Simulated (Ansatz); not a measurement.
# C4H8F2Si: the cost of one run

Program: Ansatz 0.2.0. Level of theory: the levels named in each step. These are calculated values, not measurements.

### Step 1. The starting structure

Bond lengths (14 of 15 bonds, heavy atoms first): C1–Si2 1.884 Å, Si2–F3 1.608 Å, Si2–F4 1.610 Å, Si2–C5 1.871 Å, C5–C6 1.507 Å, C5–C7 1.507 Å, C6–C7 1.489 Å, C1–H8 1.087 Å, C1–H9 1.085 Å, C1–H10 1.086 Å, C5–H11 1.085 Å, C6–H12 1.079 Å, C6–H13 1.079 Å, C7–H14 1.079 Å. Angles (14 of 30 angles, heavy atoms first): C1–Si2–F3 109.8°, C1–Si2–F4 109.7°, C1–Si2–C5 117.4°, F3–Si2–F4 100.3°, F3–Si2–C5 109.2°, F4–Si2–C5 109.1°, Si2–C5–C6 121.7°, Si2–C5–C7 121.7°, C6–C5–C7 59.2°, C5–C6–C7 60.4°, C5–C7–C6 60.4°, Si2–C1–H8 110.4°, Si2–C1–H9 111.7°, Si2–C1–H10 111.6°.

Structure file:

```xyz
15

C    -1.4087    1.2541   -0.8168
Si   -0.5302   -0.0575    0.2111
F    -1.2838   -1.4696    0.0513
F    -0.7764    0.2255    1.7767
C     1.3013   -0.3003   -0.0877
C     2.2094    0.8551   -0.4234
C     1.9037   -0.1661   -1.4630
H    -2.4636    1.2941   -0.5584
H    -0.9870    2.2407   -0.6549
H    -1.3471    1.0377   -1.8794
H     1.7568   -1.0667    0.5309
H     3.1949    0.8650    0.0170
H     1.7759    1.8379   -0.5288
H     2.6770   -0.8649   -1.7439
H     1.2602    0.1150   -2.2826
```

### Step 2. A rough first relaxation, PBE-D4/def2-SVP

The input, input.yaml:

```yaml
crystal:
  periodic: [false, false, false]
  atoms:
    - { symbol: C, position_ang: [-1.40873, 1.2541, -0.81677] }
    - { symbol: Si, position_ang: [-0.53017, -0.05755, 0.2111] }
    - { symbol: F, position_ang: [-1.2838, -1.46956, 0.0513] }
    - { symbol: F, position_ang: [-0.7764, 0.22546, 1.77673] }
    - { symbol: C, position_ang: [1.3013, -0.30025, -0.08768] }
    - { symbol: C, position_ang: [2.20943, 0.85515, -0.42341] }
    - { symbol: C, position_ang: [1.90371, -0.16614, -1.46302] }
    - { symbol: H, position_ang: [-2.46357, 1.29413, -0.55843] }
    - { symbol: H, position_ang: [-0.98699, 2.24065, -0.65489] }
    - { symbol: H, position_ang: [-1.34708, 1.03775, -1.87937] }
    - { symbol: H, position_ang: [1.75676, -1.06666, 0.53087] }
    - { symbol: H, position_ang: [3.19485, 0.86503, 0.01704] }
    - { symbol: H, position_ang: [1.77593, 1.83792, -0.52879] }
    - { symbol: H, position_ang: [2.677, -0.8649, -1.74391] }
    - { symbol: H, position_ang: [1.26019, 0.11503, -2.28258] }
basis:
  gaussian: { orbitals: def2-SVP }
hamiltonian:
  xc: pbe
  dispersion: d4
relax:
  f_tol: 0.03
  max_steps: 200
```

On the command line:

```console
> ansatz run input.yaml --threads 8 --pin off --max-ram 22528MiB --backend cpu --events-out ev --progress --plain --runs-dir out
```

**Question.** How long does this run take on 8 threads of Intel Xeon 6975P-C (Granite Rapids), shared host, and how much memory does it need?

About 2.6 s, with a peak of 0.23 GiB.
